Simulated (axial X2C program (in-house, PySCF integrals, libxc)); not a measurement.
# Linear GaCO at several levels

One table from this session's results is given with a row withheld; the runs are named, their logs left out.

Method: all-electron X2C, two-component (2c) or spin-free, Ga dyall-v3z, C dyall-v3z, O dyall-av3z; program: an in-house X2C program for linear molecules on PySCF integrals.

All values are calculated.

2 further runs of the same task are left out: 2 set aside as unsound or not needed.

Set-up of the first run:

The input, task.json:

```json
{"zs": [31, 6, 8], "q": 0, "bas": ["dyall-v3z", "dyall-v3z", "dyall-av3z"], "r0": [1.94, 1.15], "symm": 0, "scan": ["PBE0", "HF", "TPSSh"], "levels": ["PBE0", "HF", "PBE"], "nst": 2}
```

Keys: zs atomic numbers; q charge; bas basis sets; r0 starting distance in Å; symm equal bonds; scan levels of the two-bond scan; levels methods; nst determinants followed.

Command:

```
> python solin.py task.json out
```

Masses Ga 68.926, C 12.000, O 15.995 u.

Among the steps run: Scan at PBE0, 2c; Scan at TPSSh, 2c; Scan at PBE0, spin-free.

One table of the session follows, with a row left open; its other results are not shown here.

```
           level  r(Ga–C) (Å)  lower stretch (cm⁻¹)  upper stretch (cm⁻¹)
        PBE0, 2c        2.198                 232.6                2004.5
       TPSSh, 2c        2.209                 235.9                1961.2
 PBE0, spin-free        2.194                 235.3                2002.0
TPSSh, spin-free            ?                     ?                     ?
```

**Question.** Estimate the row for TPSSh, spin-free.

**Answer.** r(Ga–C) (Å): 2.205; lower stretch (cm⁻¹): 238.2; upper stretch (cm⁻¹): 1958.9. In the column «r(Ga–C) (Å)» it lies between PBE0, 2c (2.198) and TPSSh, 2c (2.209).

Scans not shown above were run alike.

What this shows: Over the levels the Ga–C bond spans 2.194 to 2.209 Å and the C–O bond 1.145 to 1.152 Å. At PBE0 going from spin-free to two-component moves the bonds by +0.004 and -0.000 Å. Each state is one determinant, the lowest of a limited PBE0 search; the stretches come from a fit to few points and are good to some per cent at best. The molecule was held linear; bending was not examined, so a bent shape may lie lower. Note: functional without a current term on a determinant with orbital currents, of the molecule or an atom.
